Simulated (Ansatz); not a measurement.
Write a Python script for the Ansatz DFT code, driven from Python that makes the interaction energy of a dimer with the counterpoise correction of FH₄NSi, SMILES N[SiH2]F. Settings (for the species named): MP2, def2-SVP basis, multiplicity 1.

```xyz
7

N    -0.6917    0.4615   -0.6162
Si    0.5305   -0.0339    0.3525
F     0.1918   -1.5766    0.5992
H    -0.6813   -0.0776   -1.4555
H    -1.6029    0.2956   -0.1524
H     0.4920    0.7385    1.6215
H     1.8228    0.1246   -0.3948
```

`dimer_fh4nsi.py`
```python
# -*- coding: utf-8 -*-
import logging
import sys

import ansatz as az

logging.basicConfig(stream=sys.stdout, format="%(levelname)s:%(name)s:%(message)s")
logger = logging.getLogger("calc")
logger.setLevel(logging.INFO)

FIRST = [
    ("N", (-0.7004, 0.4712, -0.6097)),
    ("Si", (0.5218, -0.0242, 0.359)),
    ("F", (0.1831, -1.5669, 0.6057)),
    ("H", (-0.69, -0.0679, -1.449)),
    ("H", (-1.6116, 0.3053, -0.1459)),
    ("H", (0.4833, 0.7482, 1.628)),
    ("H", (1.8141, 0.1343, -0.3883)),
]
SECOND = [
    ("N", (-3.2481, 1.5695, -0.6526)),
    ("Si", (-4.3346, 0.4034, -1.0233)),
    ("F", (-5.1055, 1.0167, -2.2823)),
    ("H", (-2.6515, 1.7205, -1.4377)),
    ("H", (-3.7365, 2.462, -0.458)),
    ("H", (-5.2515, 0.2056, 0.1293)),
    ("H", (-3.5851, -0.8414, -1.4004)),
]

def energy(atoms, ghosts=()):
    molecule = az.Crystal.molecule()
    for symbol, xyz in atoms:
        molecule = molecule.atom(symbol, xyz)
    calc = (
        molecule.calculation()
        .basis(gaussian="def2-SVP")
        .correlation("mp2")
    )
    deck = calc.input()
    if ghosts:
        deck = deck.set(az.key.basis.gaussian.ghost_atoms, [{"symbol": s, "position_ang": list(xyz)} for s, xyz in ghosts])
    return az.Session.from_dict(deck).plan().execute().report["free_energy_ev"]

both = energy(FIRST + SECOND)
alone = energy(FIRST) + energy(SECOND)
ghosted = energy(FIRST, SECOND) + energy(SECOND, FIRST)
logger.info(f"dimer {both:.6f} eV")
logger.info(f"interaction, uncorrected   {23.060548 * (both - alone):8.3f} kcal/mol")
logger.info(f"interaction, counterpoise  {23.060548 * (both - ghosted):8.3f} kcal/mol")
logger.info(f"basis-set superposition    {23.060548 * (alone - ghosted):8.3f} kcal/mol")
```

Output of `python dimer_fh4nsi.py`:
```text
INFO:calc:dimer -24243.456292 eV
INFO:calc:interaction, uncorrected      0.683 kcal/mol
INFO:calc:interaction, counterpoise     3.817 kcal/mol
INFO:calc:basis-set superposition       3.133 kcal/mol
```

Uncorrected it is 0.683 kcal/mol, with the counterpoise correction 3.817 kcal/mol; the difference, 3.134 kcal/mol, is the superposition error. In this basis both values are repulsive.

Total energies depend on the basis set; only differences at equal settings carry meaning. The dimer is a generated trial pose of unrelaxed monomers, not a minimum, so the figure is no binding energy, and the basis set is small. It ran for 6.6 s on 1 thread of Arm Neoverse V2 (shared host), peak memory 0.33 GiB.
